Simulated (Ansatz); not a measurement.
Born–Oppenheimer molecular dynamics of a periodic cell of 21 atoms, KBaYB$_{6}$O$_{12}$ (host KBaYB6O12, host structure R3). It starts from an unrelaxed structure (largest force component 0.33 eV/Å).

Method: DFT PBEsol, scalar-relativistic, plane waves, PAW (Ansatz). Settings: cutoff 420 eV, k mesh 2x2x2, fermi-dirac smearing 0.05 eV, no spin polarisation.

| Property | Result |
| --- | --- |
| ensemble | NVT, Nosé–Hoover chain |
| time step | 1 fs |
| steps asked | 120 |
| set temperature | 1200 K |
| thermostat | time constant 100 fs, chain length 3 |
| seed | 316333 |

First frame:

```xyz
21
Lattice="3.6215 2.0909 5.9798 -3.6215 2.0909 5.9798 0.0000 -4.1817 5.9798" Properties=species:S:1:pos:R:3
K 0.000 0.000 3.787
Ba 0.000 0.000 14.206
Y 0.000 0.000 0.021
B -0.431 -1.364 7.455
B -0.966 1.055 7.455
B 1.397 0.309 7.455
B 0.431 1.362 10.477
B 0.964 -1.055 10.477
B -1.395 -0.308 10.477
O -1.820 2.073 7.403
O 2.705 0.540 7.403
O -0.885 -2.613 7.403
O 1.871 -2.033 10.505
O -2.696 -0.604 10.505
O 0.825 2.637 10.505
O 0.937 -1.029 7.483
O -1.360 -0.296 7.483
O 0.423 1.326 7.483
O -0.940 1.023 10.470
O 1.356 0.302 10.470
O -0.416 -1.325 10.470
```

Q: What does the run give?

A: All steps were run.

```
steps done                                               : 120
time covered                                             : 120 fs
mean temperature over the second half                    : 641 K
spread of the potential energy over the second half      : 14.7 meV per atom
mean potential energy of the second half above the start : 94.2 meV per atom
```

The conserved energy stayed within 0.98 meV per atom of its start (net change 0.31 meV per atom), so the integration is sound. The mean temperature of the second half is 47 % below the set value. A run of 0.12 ps of so small a system gives no equilibrium averages. Limits of this set-up: coarse k mesh.

Q: What happens to the structure?

A: Mean squared displacements from the first frame to the last, about the centre of mass: K 0.36 Å², Ba 0.07 Å², Y 0.00 Å², B 0.09 Å², O 0.13 Å². The details hang on the random start.

Q: How do temperature and energy run in time?

A: 
| time (fs) | T (K) | potential energy less start (eV) | conserved less start (meV/atom) |
| --- | --- | --- | --- |
| 0.0 | 1200 | 0.000 | 0.00 |
| 10.0 | 705 | 1.293 | 0.46 |
| 20.0 | 698 | 1.329 | 0.45 |
| 30.0 | 619 | 1.561 | 0.45 |
| 40.0 | 579 | 1.715 | 0.45 |
| 50.0 | 603 | 1.708 | 0.48 |
| 60.0 | 370 | 2.384 | 0.59 |
| 70.0 | 625 | 1.795 | 0.34 |
| 80.0 | 582 | 2.010 | 0.53 |
| 90.0 | 769 | 1.646 | 0.44 |
| 100.0 | 569 | 2.285 | 0.77 |
| 110.0 | 788 | 1.825 | 0.39 |
| 120.0 | 923 | 1.551 | 0.31 |

Run time: 14 min on 1 thread of Arm Neoverse V1, on a shared host, peak memory 0.68 GiB.
